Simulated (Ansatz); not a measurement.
# BaZrP: the cost of one run

Program: Ansatz 0.2.0. Level of theory: DFT PBE, scalar-relativistic, plane waves, PAW. These are calculated values, not measurements.

1 further run of the same task is left out (it didn't finish).

**1. Starting point**

The structure is hexagonal, space group P-6m2 (No. 187). The conventional cell has a = 4.484 Å, b = 4.484 Å, c = 4.475 Å, α = 90.00°, β = 90.00°, γ = 120.00°. Ba (site symmetry -6m2) is surrounded by 6 P at 3.42 Å and 6 Zr at 3.42 Å. Zr (site symmetry -6m2) is surrounded by 3 P at 2.59 Å. Around P (site symmetry -6m2) lie 3 Zr at 2.59 Å and 6 Ba at 3.42 Å.

As a file:

```
CELL_PARAMETERS angstrom
4.48398 0.00000 0.00000
-2.24199 3.88324 0.00000
0.00000 0.00000 4.47485
ATOMIC_POSITIONS crystal
Ba 0.66667 0.33333 0.00000
Zr 0.00000 0.00000 0.50000
P 0.33333 0.66667 0.50000
```

The cell is invented: species swapped into a database cell of TbZnSi (P-6m2, No. 187), with Ba on the Tb sites, Zr on the Zn sites and P on the Si sites. The dimensions are guesses.

**2. The guess as it stands, on a coarse mesh**

The input, input.yaml:

```yaml
crystal:
  lattice:
    - [4.48397744, 0.0, 0.0]
    - [-2.24198872, 3.88323837, 0.0]
    - [0.0, 0.0, 4.47485026]
  atoms:
    - { symbol: Ba, position: [0.66666667, 0.33333333, 0.0] }
    - { symbol: Zr, position: [0.0, 0.0, 0.5] }
    - { symbol: P, position: [0.33333333, 0.66666667, 0.5] }
basis:
  ecutwfc: 420
kpoints:
  mp_grid: { grid: [6, 6, 4] }
hamiltonian:
  xc: pbe
scf:
  occupations: { method: gaussian, width: 0.1 }
  lower_state_search: "off"
output:
  forces: true
  stress: true
  eigenvalues: true
```

The run is started by

```console
$ ansatz run input.yaml --threads 1 --pin off --max-ram 2048MiB --backend cpu --events-out ev --progress --plain --runs-dir out
```

**Question.** How long does this run take on 1 thread of Arm Neoverse V1, shared host, and how much memory does it need?

About 3.9 s, with a peak of 0.35 GiB.
